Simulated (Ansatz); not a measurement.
# In7O: the cost of one run

Method: DFT PBE, scalar-relativistic, plane waves, PAW, unless a step names another level, in Ansatz 0.2.0.

9 further runs of the same task are left out: 1 that didn't finish, 8 set aside as unsound or not needed.

### 1 Plan

Pauling electronegativities: In 1.78, O 3.44 (spread 1.66). No set of common oxidation states balances it. Tabulated atomic sizes suggest about 22 Å³/atom. 28 candidates were drawn, by swapping species into database cells of other compounds, at random by space group and Wyckoff sites, or by hand, as the table says:

```tsv
name	made from	space group no.	Wyckoff sites	atoms (primitive cell)	V (Å³/atom)
c01	random	216	In 24g, 4d; O 4b	8	28.7
c02	database cell of Mg7Ga	187	In 3j, 3k, 1f; O 1a	8	29.2
c03	random	166	In 18g, 3a; O 3b	8	25.7
c04	random	229	In 8c, 6b; O 2a	8	22.8
c05	random	216	In 24g, 4a; O 4b	8	24.9
c06	built by hand: root-7 ordered interstitial oxygen in fcc In	148	In 18f, 3b; O 3a	8	22.3
c07	database cell of MgPt7	225	In 24d, 4b; O 4a	8	22.1
c08	built by hand: anti-CdI2 In2O layer intergrown with close-packed In	164	In 2d, 2d, 1b, 2d; O 1a	8	22.3
c09	random	183	In 1a, 1a, 3c, 2b; O 1a	8	26.3
c10	random	123	In 2h, 4j, 1b; O 1a	8	28.8
c11	random	123	In 4l, 2e, 1d; O 1b	8	24.6
c12	random	166	In 18h, 3b; O 3a	8	27.2
c13	random	139	In 8h, 4e, 2b; O 2a	8	23.1
c14	random	225	In 24e, 4b; O 4a	8	25.5
c15	database cell of CaMg7	187	In 3k, 3j, 1e; O 1b	8	31.3
c16	built by hand: Ca7Ge	225	In 4b, 24d; O 4a	8	22.3
c17	random	191	In 6i, 1a; O 1b	8	24.5
c18	random	221	In 6e, 1a; O 1b	8	22.7
c19	random	191	In 1b, 4h, 2c; O 1a	8	23.0
c20	random	216	In 24f, 4d; O 4a	8	27.6
c21	random	164	In 2c, 3f, 2d; O 1a	8	29.0
c22	random	166	In 3b, 9e, 9d; O 3a	8	25.1
c23	random	187	In 2g, 1f, 1c, 3j; O 1b	8	27.3
c24	database cell of Si7Ge	215	In 4e, 3c; O 1a	8	30.5
c25	random	119	In 8i, 4e, 2d; O 2a	8	22.5
c26	random	225	In 24e, 4a; O 4b	8	25.7
c27	random	187	In 6n, 1d; O 1a	8	28.5
c28	random	139	In 8f, 4e, 2b; O 2a	8	28.2
```

### 2 Screening run of c05

File input.yaml:

```yaml
crystal:
  lattice:
    - [0.0, 4.63661242, 4.63661242]
    - [4.63661242, 0.0, 4.63661242]
    - [4.63661242, 4.63661242, 0.0]
  atoms:
    - { symbol: In, position: [0.5215855, 0.9784145, 0.9784145] }
    - { symbol: In, position: [0.9784145, 0.5215855, 0.5215855] }
    - { symbol: In, position: [0.9784145, 0.5215855, 0.9784145] }
    - { symbol: In, position: [0.5215855, 0.9784145, 0.5215855] }
    - { symbol: In, position: [0.9784145, 0.9784145, 0.5215855] }
    - { symbol: In, position: [0.5215855, 0.5215855, 0.9784145] }
    - { symbol: In, position: [0.0, 0.0, 0.0] }
    - { symbol: O, position: [0.5, 0.5, 0.5] }
basis:
  ecutwfc: 420
kpoints:
  mp_grid: { grid: [3, 3, 3] }
hamiltonian:
  xc: pbe
scf:
  occupations: { method: gaussian, width: 0.2 }
  lower_state_search: "off"
output:
  forces: true
  stress: true
  eigenvalues: true
relax:
  adjacent_minimum: "off"
  f_tol: 0.08
  max_steps: 16
  cell: { stress_tol: 0.8 }
```

Started as:

```console
$ ansatz run input.yaml --threads 1 --pin off --max-ram 2560MiB --backend cpu --events-out ev --progress --plain --runs-dir out
```

Q: Estimate wall time and peak memory on 1 thread of Intel Xeon at 2.50GHz (Skylake/Cascade Lake), shared host.

About 33 s, with a peak of 0.44 GiB.
